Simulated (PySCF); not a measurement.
# C7H8: the cost of one run

Computed with PySCF 2.14.0, with density-fitted response routines of our own, on a single molecule, in the gas phase or a continuum. Atoms count from 0, in the outputs and in this text.

### 1 The starting structure

15 atoms, charge 0, multiplicity 1; geometry from: GFN2-xTB. The atoms were then displaced at random by about 0.01 Å, so the start is not that level's minimum.

Bonds of the start (Å): C0–C1 1.53, C1–C2 1.40, C2–C3 1.33, C3–C4 1.39, C4–C5 1.39, C5–C6 1.40, C6–C1 1.38, C0–H7 1.07, C0–H8 1.05, C0–H9 1.10, C2–H10 1.09, C3–H11 1.10, C4–H12 1.11, C5–H13 1.08, C6–H14 1.07.

### 2 Relaxing the molecule at PBE0-D3(BJ)/def2-TZVP

Job settings and geometry (Å):

```
{"job": {"xc": "PBE0", "basis": "def2-TZVP", "d3": "d3bj", "grid": 2, "shake": 0.01, "kind": "geom"}, "charge": 0, "multiplicity": 1}
C      2.216280    -0.284430    -0.088980
C      0.703280    -0.079810    -0.041780
C     -0.152580    -1.184270    -0.024360
C     -1.471590    -1.024080     0.043520
C     -2.061610     0.235560     0.076040
C     -1.234740     1.355380     0.061490
C      0.152420     1.189620     0.000940
H      2.579780    -0.609100     0.864350
H      2.463240    -0.992840    -0.826140
H      2.694440     0.675020    -0.315730
H      0.287050    -2.177120    -0.038710
H     -2.139190    -1.895670     0.072020
H     -3.159030     0.375440     0.125710
H     -1.671360     2.346660     0.101780
H      0.778280     2.052250    -0.017370
```

Run with:

```console
> OMP_NUM_THREADS=2 python probes_run.py task.json out
```

One launch serves the whole session: the jobs run in the order shown.

Q: Estimate the wall time and peak memory of this first job on 2 threads of Intel Xeon at 2.50GHz, shared host.

About 9.3 min, with a peak of 1.5 GiB.
